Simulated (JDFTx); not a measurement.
# InPd: equation of state with PBEsol

Crystal: InPd.

```
In Pd
1.0
     3.27188    0.00000    0.00000
     0.00000    3.27188    0.00000
     0.00000    0.00000    3.27188
In Pd
1 1
Direct
  0.00000 0.00000 0.00000
  0.50000 0.50000 0.50000
```

The cell comes from a database or a generator and needn't be the stable form of this composition.

* Program: JDFTx 1.7.0 (patched build)
* Task: equation of state
* Functional: PBEsol
* Potentials or basis: PseudoDojo-SR-PBEsol-0.4.1-standard with smoothed tails
* Cutoff: 1116 eV
* Density cutoff: 8925 eV
* k mesh: 8 × 8 × 8
* Occupations: fermi-dirac, width 0.05 eV
* Spin: no spin polarisation

The equilibrium volume is 17.15 Å³/atom, the bulk modulus is 138 GPa and the pressure derivative of the bulk modulus is 5.5.

Energy against volume, from the lowest point:
```csv
volume (Å³/atom),energy (meV/atom)
16.462,12.89
16.813,2.93
17.163,0.00
17.513,3.22
17.863,11.83
18.214,25.18
18.564,42.64
```

Caveat: this set's palladium file may shift the pressure by some GPa.
